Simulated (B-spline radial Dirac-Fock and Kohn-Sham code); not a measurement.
**Elastic scattering of positrons by Zr**

The question: how strongly Zr scatters positrons elastically, and to which angles, at 4 energies.

Method: Dirac partial waves in the static field of the Dirac-Fock density, no polarisation or absorption; computed with B-spline radial Dirac-Fock and Kohn-Sham code, version 3.

### Step 1. What is computed

Atomic zirconium, [Kr] 4d2 5s2.

```
nuclear charge     : 40
electrons          : 40
mass number        : 90
nuclear rms radius : 4.2694 fm
```

Outer shells as boxes (Hund's rule, for the drawing alone; heavy ions are jj-coupled, and the calculation averages over the configuration):

```
[Kr] core
4d [↑ ][↑ ][  ][  ][  ]
5s [↑↓]
```

### Step 2. 250.0 eV

Settings, as recorded:

```ini
task = elastic
Z = 40
charge = 0
configuration = 1s2 2s2 2p6 3s2 3p6 3d10 4s2 4p6 4d2 5s2
mass_number = 90
rms_radius = 4.2694  # fm
projectile = positron
energy = 250.0  # eV
theta = [0, 1, 2, 3, 5, 7, 10, 15, 20, 25, 30, 40, 50, 60, 70, 80, 90, 100, 110, 120, 130, 140, 150, 160, 170, 180]  # deg
```

From the run's result record (rounded, not every field):

```text
{
  "status": "converged",
  "sigma [bohr^2]": 18.67,
  "transport1 [bohr^2]": 2.243,
  "transport2 [bohr^2]": 4.126,
  "backward [bohr^2]": 0.5535,
  "dcs [bohr^2/sr]": [163.6, 161.0, 153.5, 141.9, 111.8, 80.64, 44.78, 16.57, 7.41, 3.954, 2.368, 1.088, 0.6203, 0.3956, 0.271, 0.1964, 0.1493, 0.1181, 0.09684, 0.08197, 0.07145, 0.06401, 0.05885, 0.05546, 0.05354, 0.05291],
  "sherman": [0.0, 3.575e-07, 7.3e-07, 1.133e-06, 2.092e-06, 3.363e-06, 6.106e-06, 1.302e-05, 2.106e-05, 2.847e-05, 3.484e-05, 4.457e-05, 5.261e-05, 5.966e-05, 6.445e-05, 6.655e-05, 6.635e-05, 6.419e-05, 6.03e-05, 5.483e-05, 4.796e-05, 3.989e-05, 3.083e-05, 2.099e-05, 1.064e-05, 0.0],
  "phases_minus [rad]": [-0.2783, 0.8154, 1.542, -1.118, -0.7972],
  "phases_plus [rad]": [0.0, 0.8152, 1.542, -1.118, -0.7973],
  "partial_waves": 66
}
```

### Step 3. 418.0 eV

Recorded inputs:

```ini
task = elastic
projectile = positron
energy = 418.0  # eV
theta = [0, 1, 2, 3, 5, 7, 10, 15, 20, 25, 30, 40, 50, 60, 70, 80, 90, 100, 110, 120, 130, 140, 150, 160, 170, 180]  # deg
```

From the run's result record (rounded, not every field):

```text
{
  "status": "converged",
  "sigma [bohr^2]": 14.81,
  "transport1 [bohr^2]": 1.415,
  "transport2 [bohr^2]": 2.692,
  "backward [bohr^2]": 0.322,
  "dcs [bohr^2/sr]": [194.7, 189.8, 176.2, 156.3, 109.6, 69.45, 33.14, 11.36, 5.039, 2.646, 1.582, 0.7382, 0.4124, 0.2539, 0.1687, 0.1194, 0.08903, 0.06944, 0.05634, 0.04734, 0.04107, 0.03668, 0.03366, 0.03169, 0.03057, 0.03021],
  "sherman": [0.0, 4.83e-07, 9.985e-07, 1.58e-06, 3.074e-06, 5.223e-06, 9.975e-06, 2.074e-05, 3.207e-05, 4.24e-05, 5.105e-05, 6.565e-05, 7.932e-05, 8.998e-05, 9.671e-05, 0.0001002, 0.0001008, 9.856e-05, 9.357e-05, 8.59e-05, 7.575e-05, 6.341e-05, 4.922e-05, 3.363e-05, 1.705e-05, 0.0],
  "phases_minus [rad]": [-0.4307, 0.655, 1.375, -1.283, -0.9497],
  "phases_plus [rad]": [0.0, 0.6547, 1.375, -1.284, -0.9499],
  "partial_waves": 83
}
```

### Step 4. 7050 eV

Settings, as recorded:

```ini
task = elastic
projectile = positron
energy = 7050.0  # eV
theta = [0, 1, 2, 3, 5, 7, 10, 15, 20, 25, 30, 40, 50, 60, 70, 80, 90, 100, 110, 120, 130, 140, 150, 160, 170, 180]  # deg
```

From the run's result record (rounded, not every field):

```text
{
  "status": "converged",
  "sigma [bohr^2]": 2.985,
  "transport1 [bohr^2]": 0.06485,
  "transport2 [bohr^2]": 0.1432,
  "backward [bohr^2]": 0.009583,
  "dcs [bohr^2/sr]": [400.1, 294.2, 146.4, 70.07, 21.52, 8.562, 2.927, 0.8479, 0.3412, 0.1681, 0.09505, 0.03837, 0.0186, 0.01025, 0.006243, 0.00412, 0.002904, 0.002162, 0.001688, 0.001374, 0.001161, 0.001015, 0.0009165, 0.0008528, 0.0008171, 0.0008055],
  "sherman": [0.0, 2.194e-06, 6.038e-06, 1.248e-05, 3.327e-05, 6.454e-05, 0.0001254, 0.0002442, 0.0003778, 0.0005066, 0.0006248, 0.000844, 0.001037, 0.001192, 0.001305, 0.001374, 0.001397, 0.001373, 0.001305, 0.001197, 0.001053, 0.0008783, 0.0006798, 0.0004633, 0.0002346, 0.0],
  "phases_minus [rad]": [-0.2478, 0.6614, 1.211, -1.561, -1.295],
  "phases_plus [rad]": [0.0, 0.6573, 1.208, -1.564, -1.297],
  "partial_waves": 298
}
```

### Step 5. 102000 eV

Settings, as recorded:

```ini
task = elastic
projectile = positron
energy = 102000.0  # eV
theta = [0, 1, 2, 3, 5, 7, 10, 15, 20, 25, 30, 40, 50, 60, 70, 80, 90, 100, 110, 120, 130, 140, 150, 160, 170, 180]  # deg
```

From the run's result record (rounded, not every field):

```text
{
  "status": "converged",
  "sigma [bohr^2]": 0.4392,
  "transport1 [bohr^2]": 0.001132,
  "transport2 [bohr^2]": 0.002913,
  "backward [bohr^2]": 7.794e-05,
  "dcs [bohr^2/sr]": [719.0, 87.58, 16.72, 5.195, 1.101, 0.35, 0.09574, 0.02137, 0.007238, 0.003088, 0.00153, 0.0005042, 0.0002146, 0.0001081, 6.148e-05, 3.833e-05, 2.572e-05, 1.835e-05, 1.381e-05, 1.088e-05, 8.95e-06, 7.654e-06, 6.792e-06, 6.243e-06, 5.937e-06, 5.831e-06],
  "sherman": [0.0, 8.27e-06, 3.093e-05, 6.788e-05, 0.0001783, 0.0003307, 0.0006174, 0.001282, 0.002149, 0.00317, 0.004339, 0.007089, 0.01023, 0.01351, 0.01667, 0.01945, 0.02163, 0.02301, 0.02345, 0.02283, 0.02114, 0.0184, 0.01472, 0.01027, 0.005278, 0.0],
  "phases_minus [rad]": [1.215, -1.486, -1.255, -1.1, -0.9844],
  "phases_plus [rad]": [0.0, -1.527, -1.282, -1.12, -1.0],
  "partial_waves": 1079
}
```

### Step 6. What follows from the records

| energy (eV) | σ (bohr²) | first transport (bohr²) | σ / transport | backward share (%) | partial waves |
| --- | --- | --- | --- | --- | --- |
| 250.0 | 18.7 | 2.24 | 8.32 | 2.97 | 66 |
| 418.0 | 14.8 | 1.41 | 10.5 | 2.17 | 83 |
| 7050 | 2.98 | 0.0648 | 46.0 | 0.321 | 298 |
| 102000 | 0.439 | 0.00113 | 388 | 0.0177 | 1079 |

### Step 7. Results

```
                quantity                     value
σ at 250.0 and 102000 eV      18.7 and 0.439 bohr²
    backward share there         2.97 and 0.0177 %
largest Sherman function  0.023 at 110°, 102000 eV
```

What this shows: The ratio of σ to the transport cross section, the collisions needed for the positron to lose its direction, goes from 8.3 at 250.0 eV to 390 at 102000 eV. The angular distributions show no deep diffraction minima on this grid. Spin polarisation by scattering stays small.
